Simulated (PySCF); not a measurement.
# C₃H₃IN₂: NMR shieldings

What do calculations give for the NMR shieldings of C₃H₃IN₂ (`Ic1cn[nH]c1`)?

Programs: PySCF 2.14.0, with routines of our own; each step states its level. All values are computed. Atoms count from 0.

### Step 1. The system as given

9 atoms, charge 0, multiplicity 1; geometry from: GFN2-xTB.

### Step 2. Optimising the geometry at PBE0-D3(BJ)/def2-SVP

What the job is given:

```
{"job": {"xc": "PBE0", "basis": "def2-SVP", "d3": "d3bj", "grid": 1, "maxiter": 30, "shake": 0.01, "kind": "geom"}, "charge": 0, "multiplicity": 1}
I      2.859840     0.814400    -0.279330
C      0.865260     0.165730    -0.084520
C      0.398200    -1.153340     0.043510
N     -0.859110    -1.168350     0.150740
N     -1.294440     0.088530     0.078780
C     -0.266060     0.956260    -0.056770
H      1.002000    -2.056360     0.076270
H     -2.258560     0.318420     0.143590
H     -0.389330     2.017560    -0.105990
```

The run is started by

```bash
$ OMP_NUM_THREADS=1 python heavy_run.py task.json out
```

One launch serves the whole session: the jobs run in the order shown.

Standard output:

```text
step   0  E = -522.89278907  max force = 0.085690
step   1  E = -522.89838788  max force = 0.016892
step   2  E = -522.89865535  max force = 0.007292
step   3  E = -522.89871327  max force = 0.004665
step   4  E = -522.89874497  max force = 0.003124
step   5  E = -522.89874692  max force = 0.002631
step   6  E = -522.89876591  max force = 0.000237
step   7  E = -522.89876512  max force = 0.000288
optimisation converged
```

It took 2 min on 1 thread of Intel Xeon Platinum 8488C, shared host; peak memory 0.47 GiB.

Relaxation path:

| step | energy from step 0 (eV) | largest force component (eV/Å) |
| --- | --- | --- |
| 0 | 0.0000 | 4.4064 |
| 1 | -0.1524 | 0.8686 |
| 2 | -0.1596 | 0.3750 |
| 3 | -0.1612 | 0.2399 |
| 4 | -0.1621 | 0.1606 |
| 5 | -0.1621 | 0.1353 |
| 6 | -0.1626 | 0.0122 |
| 7 | -0.1626 | 0.0148 |

Distances of close pairs at the start and the end, largest changes first:

| bond | before (Å) | after (Å) | change (Å) |
| --- | --- | --- | --- |
| C2–N3 | 1.262 | 1.324 | +0.062 |
| I0–C1 | 2.106 | 2.071 | -0.035 |
| N4–H7 | 0.993 | 1.012 | +0.019 |
| C5–H8 | 1.070 | 1.087 | +0.018 |
| C1–C2 | 1.405 | 1.414 | +0.009 |
| N3–N4 | 1.332 | 1.328 | -0.004 |
| C1–C5 | 1.380 | 1.383 | +0.003 |
| C2–H6 | 1.087 | 1.089 | +0.002 |

The next job starts from the end point, and lists it.

```csv
at the end point,value
point group (found at 0.08 Å tolerance),Cs
"rotational constants (GHz, main isotopes)","9.579, 0.952, 0.866"
dipole moment (D),2.47
```

### Step 3. NMR shieldings: PBE0/pcJ-1 I:dyall-v2z (PBE0), spin–orbit

What the job is given:

```
{"job": {"kind": "hnmr", "xc": "PBE0", "basis": {"default": "pcJ-1", "I": "dyall-v2z"}, "rel": "so"}, "charge": 0, "multiplicity": 1}
I      2.629600     0.718225    -0.451246
C      0.684078     0.066255    -0.168801
C      0.224071    -1.264935    -0.044444
N     -1.088632    -1.295083     0.124172
N     -1.469867    -0.022670     0.110510
C     -0.451014     0.848881    -0.060581
H      0.803957    -2.186133    -0.072981
H     -2.450308     0.201022     0.224545
H     -0.592781     1.926240    -0.094192
```

Method: PBE0/pcJ-1 I:dyall-v2z GIAO NMR shielding, X2C with spin-orbit coupling, screened-nuclear two-electron part, Gaussian nuclei, gas phase.

Standard output:

```text
spin-free SCF
coarse grid: 41224 points
cycle   1  E = -7340.7611040952  dE =  8.495e-01  |g| = 3.730e-01  |ddm| = 3.097e+00
cycle   2  E = -7340.7488207754  dE =  1.228e-02  |g| = 4.105e-01  |ddm| = 7.285e-01
cycle   3  E = -7340.7812370369  dE = -3.242e-02  |g| = 1.341e-01  |ddm| = 4.207e-01
cycle   4  E = -7340.7847803203  dE = -3.543e-03  |g| = 4.103e-02  |ddm| = 1.145e-01
cycle   5  E = -7340.7850863277  dE = -3.060e-04  |g| = 1.062e-02  |ddm| = 3.602e-02
cycle   6  E = -7340.7851077538  dE = -2.143e-05  |g| = 4.780e-03  |ddm| = 1.222e-02
cycle   7  E = -7340.7851122554  dE = -4.502e-06  |g| = 1.479e-03  |ddm| = 4.992e-03
final grid: 85768 points
cycle   8  E = -7340.7858589060  dE = -2.473e-06  |g| = 4.431e-03  |ddm| = 3.750e-03
cycle   9  E = -7340.7858533215  dE =  5.584e-06  |g| = 5.709e-03  |ddm| = 7.016e-03
cycle  10  E = -7340.7858601317  dE = -6.810e-06  |g| = 1.644e-03  |ddm| = 6.005e-03
cycle  11  E = -7340.7858607177  dE = -5.860e-07  |g| = 3.865e-04  |ddm| = 1.459e-03
cycle  12  E = -7340.7858607500  dE = -3.237e-08  |g| = 6.096e-05  |ddm| = 3.344e-04
cycle  13  E = -7340.7858607508  dE = -7.349e-10  |g| = 6.368e-06  |ddm| = 5.188e-05
converged SCF energy = -7340.7858607508
two-component SCF
cycle   1  E = -7339.8529585039  dE = -7.340e+03  |FDS-SDF| = 1.219e+02
cycle   2  E = -7342.0200428647  dE = -2.167e+00  |FDS-SDF| = 3.992e-01
cycle   3  E = -7342.0209231829  dE = -8.803e-04  |FDS-SDF| = 1.521e-02
cycle   4  E = -7342.0209848855  dE = -6.170e-05  |FDS-SDF| = 7.980e-03
cycle   5  E = -7342.0209947566  dE = -9.871e-06  |FDS-SDF| = 2.219e-03
cycle   6  E = -7342.0209993895  dE = -4.633e-06  |FDS-SDF| = 8.660e-04
cycle   7  E = -7342.0209998891  dE = -4.997e-07  |FDS-SDF| = 3.715e-04
cycle   8  E = -7342.0209999357  dE = -4.659e-08  |FDS-SDF| = 1.058e-04
cycle   9  E = -7342.0209999392  dE = -3.442e-09  |FDS-SDF| = 4.140e-05
converged, E = -7342.0209999392

Field gradients (au) and densities at the nuclei (bohr^-3)
atom        Vxx        Vyy        Vzz        centre      nuclear mean
  0 I     -6.4296    -6.4622    12.8918     246057.654     238251.697
  1 C     -0.0390    -0.1875     0.2265        125.849        125.847
  2 C      0.0013     0.1433    -0.1446        125.890        125.888
  3 N      0.1977     0.7950    -0.9927        204.885        204.880
  4 N      0.2131     0.4909    -0.7040        204.199        204.194
  5 C      0.0717     0.1229    -0.1946        125.854        125.852
  6 H     -0.1382    -0.1636     0.3018          0.470          0.470
  7 H     -0.1578    -0.2210     0.3788          0.466          0.466
  8 H     -0.1361    -0.1685     0.3046          0.466          0.466
without picture change
  0 I                           13.9945                    537968.902

Core orbital energies (eV)
atom   shell        mean    spread
  0 I  1s       -33018.902   0.000
  0 I  2s        -5126.254   0.000
  0 I  3s        -1045.251   0.000
  0 I  4s         -187.703   0.000
  0 I  5s          -19.734   0.000
  0 I  2p1/2     -4806.078   0.000
  0 I  2p3/2     -4507.889   0.038
  0 I  3p1/2      -912.740   0.000
  0 I  3p3/2      -856.041   0.109
  0 I  4p1/2      -140.891   0.000
  0 I  4p3/2      -129.800   0.275
  0 I  3d3/2      -623.314   0.109
  0 I  3d5/2      -611.550   0.142
  0 I  4d3/2       -54.109   0.339
  0 I  4d5/2       -52.344   0.455

Shielding tensors (ppm)
atom      isotropic    diamagn.    paramagn.     s11        s22        s33       span
  0 I      5168.72     5086.72       82.00    4310.83    4864.38    6330.94    2020.11
  1 C       123.86      256.85     -132.99       1.96     170.49     199.14     197.18
  2 C        35.03      248.92     -213.89     -53.36      43.79     114.65     168.01
  3 N       -77.80      322.01     -399.82    -331.07     -87.98     185.63     516.70
  4 N        43.45      325.27     -281.82     -70.71      68.68     132.38     203.08
  5 C        48.38      250.29     -201.90     -34.37      52.34     127.18     161.55
  6 H        23.70       28.65       -4.95      19.67      22.68      28.73       9.06
  7 H        22.23       30.67       -8.44      16.84      22.39      27.47      10.63
  8 H        23.83       29.43       -5.60      20.10      23.84      27.56       7.46
```

Run time: 8.8 min. Hardware: 1 thread of Intel Xeon Platinum 8488C, shared host; peak memory 1.6 GiB.

From this job:

| quantity | value |
| --- | --- |
| energy from spin-orbit coupling | -1.2351 Eh |

The fields below are evaluated on a grid from the run's orbitals.

Frontier orbitals at PBE0/dyall-v2z+pcJ-1, with the share of their density that lies nearest to each atom:

```
orbital  energy (eV)                    lies on
   HOMO        -6.68  I0 54 %; C1 16 %; C5 11 %
   LUMO        -0.55           I0 59 %; C1 28 %
```

ELF in a plane through or near 9 of the atoms.

Values, 10 rows by 14 columns:
```
0.00 0.00 0.00 0.00 0.00 0.00 0.00 0.00 0.00 0.00 0.00 0.00 0.00 0.00
0.00 0.00 0.00 0.00 0.00 0.00 0.00 0.00 0.01 0.01 0.00 0.00 0.00 0.00
0.00 0.00 0.00 0.00 0.14 0.79 0.56 0.02 0.94 0.99 0.19 0.00 0.00 0.00
0.00 0.00 0.00 0.00 0.14 0.92 0.30 0.59 0.98 0.98 0.13 0.00 0.00 0.00
0.00 0.00 0.01 0.62 0.56 0.73 0.63 0.49 0.65 0.12 0.05 0.49 0.24 0.00
0.00 0.00 0.05 0.94 0.97 0.51 0.69 0.72 0.48 0.72 0.45 0.83 0.76 0.17
0.00 0.00 0.00 0.03 0.03 0.37 0.34 0.62 0.49 0.33 0.51 0.34 0.65 0.11
0.00 0.00 0.00 0.00 0.04 0.99 1.00 0.54 0.10 0.79 0.55 0.62 0.23 0.01
0.00 0.00 0.00 0.00 0.00 0.43 0.79 0.03 0.07 0.63 0.75 0.41 0.04 0.00
0.00 0.00 0.00 0.00 0.00 0.00 0.00 0.00 0.00 0.00 0.01 0.00 0.00 0.00
```
The map spans 10.6 Å across and 9.1 Å up, centred on the molecule. Atoms in the plane (x, y in Å): I0 (2.7, -1.3), C1 (0.8, -0.3), C2 (0.6, 1.1), N3 (-0.7, 1.3), N4 (-1.3, 0.1), C5 (-0.4, -0.9), H6 (1.3, 1.9), H7 (-2.3, 0.0), H8 (-0.7, -2.0).

On the surface of density 0.002 e/bohr³ the electrostatic potential runs, from the 1st to the 99th percentile, from -1.52 V near N3 to 2.52 V near H7.

### Step 4. NMR shieldings: KT2/pcJ-1 I:dyall-v2z (KT2), spin–orbit

The job, as its differences from that of step 3:

```diff
@@ -1,2 +1,2 @@
-{"job": {"kind": "hnmr", "xc": "PBE0", "basis": {"default": "pcJ-1", "I": "dyall-v2z"}, "rel": "so"}, "charge": 0, "multiplicity": 1}
+{"job": {"kind": "hnmr", "xc": "KT2", "basis": {"default": "pcJ-1", "I": "dyall-v2z"}, "rel": "so"}, "charge": 0, "multiplicity": 1}
 I      2.629600     0.718225    -0.451246
```

Method: KT2/pcJ-1 I:dyall-v2z GIAO NMR shielding, X2C with spin-orbit coupling, screened-nuclear two-electron part, Gaussian nuclei, gas phase.

Standard output:

```text
spin-free SCF
coarse grid: 41224 points
cycle   1  E = -7364.5782736801  dE =  7.133e-01  |g| = 2.402e+00  |ddm| = 3.193e+00
cycle   2  E = -7364.5120865470  dE =  6.619e-02  |g| = 8.491e-01  |ddm| = 1.264e+00
cycle   3  E = -7364.2483235188  dE =  2.638e-01  |g| = 1.267e+00  |ddm| = 1.811e+00
cycle   4  E = -7364.5905582679  dE = -3.422e-01  |g| = 4.254e-01  |ddm| = 1.337e+00
cycle   5  E = -7364.6239082736  dE = -3.335e-02  |g| = 8.509e-02  |ddm| = 3.618e-01
cycle   6  E = -7364.6245457256  dE = -6.375e-04  |g| = 7.053e-02  |ddm| = 1.404e-01
cycle   7  E = -7364.6256024836  dE = -1.057e-03  |g| = 2.008e-02  |ddm| = 7.519e-02
cycle   8  E = -7364.6257079673  dE = -1.055e-04  |g| = 2.700e-03  |ddm| = 2.232e-02
cycle   9  E = -7364.6257090587  dE = -1.091e-06  |g| = 1.295e-03  |ddm| = 3.243e-03
final grid: 85768 points
cycle  10  E = -7364.6200189764  dE = -5.380e-04  |g| = 5.266e-01  |ddm| = 3.271e-03
cycle  11  E = -7364.6200126842  dE =  6.292e-06  |g| = 9.875e-03  |ddm| = 7.390e-03
cycle  12  E = -7364.6199769923  dE =  3.569e-05  |g| = 1.299e-02  |ddm| = 1.750e-02
cycle  13  E = -7364.6200200160  dE = -4.302e-05  |g| = 1.802e-03  |ddm| = 1.335e-02
cycle  14  E = -7364.6200203482  dE = -3.322e-07  |g| = 1.379e-03  |ddm| = 2.512e-03
cycle  15  E = -7364.6200207826  dE = -4.343e-07  |g| = 2.144e-04  |ddm| = 1.168e-03
cycle  16  E = -7364.6200207941  dE = -1.160e-08  |g| = 2.003e-05  |ddm| = 2.490e-04
cycle  17  E = -7364.6200207942  dE = -8.004e-11  |g| = 6.392e-06  |ddm| = 2.263e-05
converged SCF energy = -7364.6200207942
two-component SCF
cycle   1  E = -7363.6836323927  dE = -7.364e+03  |FDS-SDF| = 1.222e+02
cycle   2  E = -7365.8582622894  dE = -2.175e+00  |FDS-SDF| = 8.361e-02
cycle   3  E = -7365.8582584472  dE =  3.842e-06  |FDS-SDF| = 1.836e-02
cycle   4  E = -7365.8582199505  dE =  3.850e-05  |FDS-SDF| = 1.640e-02
cycle   5  E = -7365.8582585289  dE = -3.858e-05  |FDS-SDF| = 8.885e-03
cycle   6  E = -7365.8582770535  dE = -1.852e-05  |FDS-SDF| = 1.534e-03
cycle   7  E = -7365.8582775099  dE = -4.564e-07  |FDS-SDF| = 5.549e-04
cycle   8  E = -7365.8582775678  dE = -5.795e-08  |FDS-SDF| = 1.116e-04
cycle   9  E = -7365.8582775704  dE = -2.598e-09  |FDS-SDF| = 4.416e-05
converged, E = -7365.8582775704

Field gradients (au) and densities at the nuclei (bohr^-3)
atom        Vxx        Vyy        Vzz        centre      nuclear mean
  0 I     -6.1113    -6.1797    12.2911     252437.074     243796.257
  1 C     -0.0457    -0.1845     0.2303        131.266        131.264
  2 C      0.0175     0.1159    -0.1335        131.273        131.270
  3 N      0.1444     0.8252    -0.9695        212.274        212.269
  4 N      0.2346     0.5043    -0.7390        211.546        211.541
  5 C      0.0388     0.1404    -0.1793        131.233        131.231
  6 H     -0.1367    -0.1628     0.2995          0.493          0.493
  7 H     -0.1549    -0.2167     0.3717          0.487          0.487
  8 H     -0.1348    -0.1676     0.3025          0.490          0.490
without picture change
  0 I                           13.3393                    549698.971

Core orbital energies (eV)
atom   shell        mean    spread
  0 I  1s       -32993.184   0.000
  0 I  2s        -5103.090   0.000
  0 I  3s        -1032.329   0.000
  0 I  4s         -181.755   0.000
  0 I  5s          -17.703   0.000
  0 I  2p1/2     -4783.896   0.000
  0 I  2p3/2     -4486.253   0.040
  0 I  3p1/2      -901.126   0.000
  0 I  3p3/2      -844.781   0.114
  0 I  4p1/2      -135.984   0.000
  0 I  4p3/2      -125.102   0.285
  0 I  3d3/2      -615.686   0.104
  0 I  3d5/2      -603.983   0.135
  0 I  4d3/2       -51.746   0.325
  0 I  4d5/2       -50.018   0.437

vertical triplet (scalar unrestricted SCF): 3.846 eV

Shielding tensors (ppm)
atom      isotropic    diamagn.    paramagn.     s11        s22        s33       span
  0 I      5113.24     5094.38       18.86    4197.45    4829.71    6312.57    2115.12
  1 C       133.07      260.42     -127.35      20.75     182.49     195.99     175.24
  2 C        47.72      253.74     -206.02     -31.43      60.40     114.20     145.63
  3 N       -53.11      326.51     -379.62    -278.04     -63.38     182.09     460.13
  4 N        54.79      329.16     -274.37     -48.97      82.25     131.10     180.07
  5 C        60.99      255.05     -194.06     -14.07      68.10     128.95     143.02
  6 H        23.92       28.87       -4.95      20.02      23.05      28.69       8.67
  7 H        22.40       30.57       -8.17      17.20      22.32      27.67      10.46
  8 H        24.00       29.69       -5.68      20.48      24.23      27.30       6.83
```

Run time: 4 min. Hardware: 1 thread of Intel Xeon Platinum 8488C, shared host; peak memory 1.4 GiB.

From this job:

| quantity | value |
| --- | --- |
| energy from spin-orbit coupling | -1.2383 Eh |

### Step 5. NMR shieldings: B3LYP/pcJ-1 I:dyall-v2z (B3LYP), spin–orbit

The job, as its differences from that of step 4:

```diff
@@ -1,2 +1,2 @@
-{"job": {"kind": "hnmr", "xc": "KT2", "basis": {"default": "pcJ-1", "I": "dyall-v2z"}, "rel": "so"}, "charge": 0, "multiplicity": 1}
+{"job": {"kind": "hnmr", "xc": "B3LYP", "basis": {"default": "pcJ-1", "I": "dyall-v2z"}, "rel": "so"}, "charge": 0, "multiplicity": 1}
 I      2.629600     0.718225    -0.451246
```

With the program's defaults for keys left out, this is: B3LYP/pcJ-1 I:dyall-v2z GIAO NMR shielding, X2C with spin-orbit coupling, screened-nuclear two-electron part, Gaussian nuclei, gas phase.

Standard output:

```text
spin-free SCF
coarse grid: 41224 points
cycle   1  E = -7341.4469493623  dE =  7.969e-01  |g| = 3.647e-01  |ddm| = 3.099e+00
cycle   2  E = -7341.4280460009  dE =  1.890e-02  |g| = 4.482e-01  |ddm| = 8.136e-01
cycle   3  E = -7341.4689007460  dE = -4.085e-02  |g| = 1.374e-01  |ddm| = 4.804e-01
cycle   4  E = -7341.4725231931  dE = -3.622e-03  |g| = 4.777e-02  |ddm| = 1.237e-01
cycle   5  E = -7341.4729515720  dE = -4.284e-04  |g| = 1.153e-02  |ddm| = 4.000e-02
cycle   6  E = -7341.4729754175  dE = -2.385e-05  |g| = 5.973e-03  |ddm| = 1.388e-02
cycle   7  E = -7341.4729821667  dE = -6.749e-06  |g| = 1.818e-03  |ddm| = 6.025e-03
final grid: 85768 points
cycle   8  E = -7341.4734568161  dE = -1.505e-07  |g| = 3.673e-03  |ddm| = 4.553e-03
cycle   9  E = -7341.4734460380  dE =  1.078e-05  |g| = 7.784e-03  |ddm| = 9.178e-03
cycle  10  E = -7341.4734597395  dE = -1.370e-05  |g| = 5.007e-04  |ddm| = 6.380e-03
cycle  11  E = -7341.4734597852  dE = -4.572e-08  |g| = 1.209e-04  |ddm| = 5.068e-04
cycle  12  E = -7341.4734597873  dE = -2.079e-09  |g| = 8.107e-05  |ddm| = 1.530e-04
converged SCF energy = -7341.4734597873
two-component SCF
cycle   1  E = -7340.5400689837  dE = -7.341e+03  |FDS-SDF| = 1.219e+02
cycle   2  E = -7342.7095182257  dE = -2.169e+00  |FDS-SDF| = 3.235e-01
cycle   3  E = -7342.7101640571  dE = -6.458e-04  |FDS-SDF| = 1.484e-02
cycle   4  E = -7342.7102048817  dE = -4.082e-05  |FDS-SDF| = 8.904e-03
cycle   5  E = -7342.7102116037  dE = -6.722e-06  |FDS-SDF| = 1.957e-03
cycle   6  E = -7342.7102137608  dE = -2.157e-06  |FDS-SDF| = 1.229e-03
cycle   7  E = -7342.7102142603  dE = -4.995e-07  |FDS-SDF| = 6.047e-04
cycle   8  E = -7342.7102143710  dE = -1.107e-07  |FDS-SDF| = 1.238e-04
cycle   9  E = -7342.7102143754  dE = -4.396e-09  |FDS-SDF| = 4.902e-05
converged, E = -7342.7102143754

Field gradients (au) and densities at the nuclei (bohr^-3)
atom        Vxx        Vyy        Vzz        centre      nuclear mean
  0 I     -6.4911    -6.5114    13.0024     246245.033     238402.366
  1 C     -0.0321    -0.1907     0.2229        126.005        126.003
  2 C      0.0012     0.1445    -0.1457        126.029        126.027
  3 N      0.2048     0.8179    -1.0227        205.036        205.031
  4 N      0.2238     0.5048    -0.7286        204.354        204.349
  5 C      0.0674     0.1324    -0.1998        125.992        125.990
  6 H     -0.1367    -0.1626     0.2993          0.483          0.483
  7 H     -0.1567    -0.2199     0.3766          0.475          0.475
  8 H     -0.1345    -0.1675     0.3020          0.479          0.479
without picture change
  0 I                           14.1120                    538254.977

Core orbital energies (eV)
atom   shell        mean    spread
  0 I  1s       -32999.073   0.000
  0 I  2s        -5118.321   0.000
  0 I  3s        -1041.186   0.000
  0 I  4s         -185.919   0.000
  0 I  5s          -19.301   0.000
  0 I  2p1/2     -4799.791   0.000
  0 I  2p3/2     -4501.775   0.039
  0 I  3p1/2      -909.392   0.000
  0 I  3p3/2      -852.818   0.111
  0 I  4p1/2      -139.464   0.000
  0 I  4p3/2      -128.367   0.278
  0 I  3d3/2      -621.011   0.109
  0 I  3d5/2      -609.271   0.142
  0 I  4d3/2       -53.354   0.337
  0 I  4d5/2       -51.595   0.452

Shielding tensors (ppm)
atom      isotropic    diamagn.    paramagn.     s11        s22        s33       span
  0 I      5070.67     5087.04      -16.37    4177.01    4717.44    6317.58    2140.57
  1 C       118.93      256.10     -137.17      -5.81     166.37     196.22     202.03
  2 C        29.54      249.43     -219.89     -59.98      40.31     108.31     168.29
  3 N       -85.83      323.73     -409.55    -338.99     -96.46     177.96     516.95
  4 N        37.87      325.25     -287.38     -77.37      65.72     125.26     202.63
  5 C        43.39      251.08     -207.69     -40.98      49.59     121.54     162.52
  6 H        23.93       28.89       -4.96      20.02      22.84      28.93       8.91
  7 H        22.46       30.72       -8.26      17.24      22.70      27.45      10.21
  8 H        24.05       29.73       -5.68      20.47      23.96      27.73       7.26
```

It took 8.4 min on 1 thread of Intel Xeon Platinum 8488C, shared host; peak memory 1.6 GiB.

In short:

```
                       quantity       value
energy from spin-orbit coupling  -1.2368 Eh
```

(Part 1 of 2 ends here.)
